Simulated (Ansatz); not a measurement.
# Cr5Ru: the cost of one run

Computed with Ansatz 0.2.0 (reference: DFT PBE, plane waves, PAW, scalar-relativistic, no spin polarisation, unless a step's input says otherwise).

1 further run of the same task is left out (set aside as unsound or not needed).

## 1. The structure to begin with

Symmetry: F-43m, No. 216, cubic system. The conventional cell has a = 6.479 Å, b = 6.479 Å, c = 6.479 Å, α = 90.00°, β = 90.00°, γ = 90.00°. Around Cr (site symmetry 3m) lie 6 Cr at 2.29 Å. Ru (site symmetry -43m) is surrounded by 16 Cr at 2.69 to 2.81 Å. Around Cr (site symmetry -43m) lie 12 Cr at 2.69 Å and 4 Ru at 2.81 Å.

Structure file:

```cif
data_structure
_symmetry_space_group_name_H-M 'P 1'
_symmetry_Int_Tables_number 1
_cell_length_a 4.5814
_cell_length_b 4.5814
_cell_length_c 4.5814
_cell_angle_alpha 60.000
_cell_angle_beta 60.000
_cell_angle_gamma 60.000
_cell_volume 67.99
loop_
_atom_site_label
_atom_site_type_symbol
_atom_site_fract_x
_atom_site_fract_y
_atom_site_fract_z
_atom_site_occupancy
Cr1 Cr 0.62500 0.62500 0.62500 1
Cr2 Cr 0.12500 0.62500 0.62500 1
Cr3 Cr 0.62500 0.62500 0.12500 1
Cr4 Cr 0.62500 0.12500 0.62500 1
Ru1 Ru 0.00000 0.00000 0.00000 1
Cr5 Cr 0.25000 0.25000 0.25000 1
```

## 2. Baseline

Input file input.yaml:

```yaml
crystal:
  lattice:
    - [0.0, 3.239512, 3.239512]
    - [3.239512, 0.0, 3.239512]
    - [3.239512, 3.239512, 0.0]
  atoms:
    - { symbol: Cr, position: [0.625, 0.625, 0.625] }
    - { symbol: Cr, position: [0.125, 0.625, 0.625] }
    - { symbol: Cr, position: [0.625, 0.625, 0.125] }
    - { symbol: Cr, position: [0.625, 0.125, 0.625] }
    - { symbol: Ru, position: [0.0, 0.0, 0.0] }
    - { symbol: Cr, position: [0.25, 0.25, 0.25] }
  symmetry: { tolerance: 0.0003 }
kpoints:
  mp_grid: { grid: [5, 5, 5], shift: [0, 0, 0] }
magnetization:
  spin_polarized: false
scf:
  occupations: { method: fermi_dirac }
hamiltonian:
  pseudopotentials: { kind: paw }
  xc: pbe
basis:
  ecutwfc: 420
output:
  forces: true
  stress: true
  eigenvalues: true
relax:
  max_steps: 40
  cell: {}
```

Started as:

```bash
ansatz run input.yaml --threads 1 --pin off --max-ram 2560MiB --backend cpu --events-out ev --progress --plain --runs-dir out
```

Q: Estimate wall time and peak memory on 1 thread of Intel Xeon 6975P-C (Granite Rapids), shared host.

About 20 s, with a peak of 0.4 GiB.
